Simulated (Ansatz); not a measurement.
**ClGeH3O2: how energies converge with the basis set**

An exercise on one series of results from a longer session: the logs are not shown, and one member is left open.

Method: one geometry, several basis sets; program: Ansatz 0.2.0, Gaussian basis.

Plan: PBE0-D4/def2-SVP; ωB97M-V/def2-SVP; PBE0-D4/def2-QZVPP; ωB97M-V/def2-QZVPP; the functionals' def2-TZVPP values are taken from earlier runs.

## The geometry

The geometry comes from an earlier relaxation with PBE0-D4 in a triple-zeta def2 set; it is a stationary point, not always the lowest conformer.

SMILES `[OH][GeH]([OH])[Cl]`, 7 atoms, charge 0, spin multiplicity 1.

Atoms are counted from 1 here; the program's logs count them from 0.

Bond lengths: O1–Ge2 1.762 Å, O1–H5 0.961 Å, Ge2–O3 1.752 Å, Ge2–Cl4 2.153 Å, Ge2–H6 1.523 Å, O3–H7 0.961 Å. Angles: Ge2–O1–H5 112.5°, O1–Ge2–O3 107.9°, O1–Ge2–Cl4 106.1°, O1–Ge2–H6 114.4°, O3–Ge2–Cl4 111.1°, O3–Ge2–H6 107.5°, Cl4–Ge2–H6 109.9°, Ge2–O3–H7 112.7°.

The first run:

in.yaml reads:

```yaml
crystal:
  periodic: [false, false, false]
  atoms:
    - {symbol: O, position_ang: [-0.173462, 1.383409, -0.546014]}
    - {symbol: Ge, position_ang: [-0.114167, -0.085242, 0.425545]}
    - {symbol: O, position_ang: [1.490914, -0.770504, 0.270832]}
    - {symbol: Cl, position_ang: [-1.602729, -1.405914, -0.396983]}
    - {symbol: H, position_ang: [-0.974066, 1.442519, -1.073899]}
    - {symbol: H, position_ang: [-0.377275, 0.131332, 1.910016]}
    - {symbol: H, position_ang: [1.811884, -0.763602, -0.635197]}
basis:
  gaussian: {orbitals: def2-SVP}
hamiltonian: {xc: pbe0, dispersion: d4}
output: {orbitals: {seedname: orbitals}}
```

Started as:

```bash
ansatz run in.yaml --threads 2 --pin off --events-out ev --progress --plain --max-ram 22528MiB --backend cpu
```

Among the steps run: PBE0-D4 in def2-SVP; ωB97M-V in def2-SVP; PBE0-D4 in def2-QZVPP; ωB97M-V in def2-QZVPP.

One of the session's tables, all rows but one given; the rest of the session is left out.

It belongs to the step «Density functionals: the series». 

```
functional       basis  HOMO (eV)  LUMO (eV)
   PBE0-D4    def2-SVP      -8.99       0.26
   PBE0-D4  def2-TZVPP      -9.21      -0.11
   PBE0-D4  def2-QZVPP      -9.26      -0.29
   ωB97M-V    def2-SVP     -11.28       2.30
   ωB97M-V  def2-TZVPP          ?          ?
   ωB97M-V  def2-QZVPP     -11.59       1.35
```

Q: Estimate the row for ωB97M-V, def2-TZVPP from the others.

As computed: HOMO (eV): -11.53; LUMO (eV): 1.74. In the column «HOMO (eV)» it lies between ωB97M-V, def2-QZVPP (-11.59) and ωB97M-V, def2-SVP (-11.28).
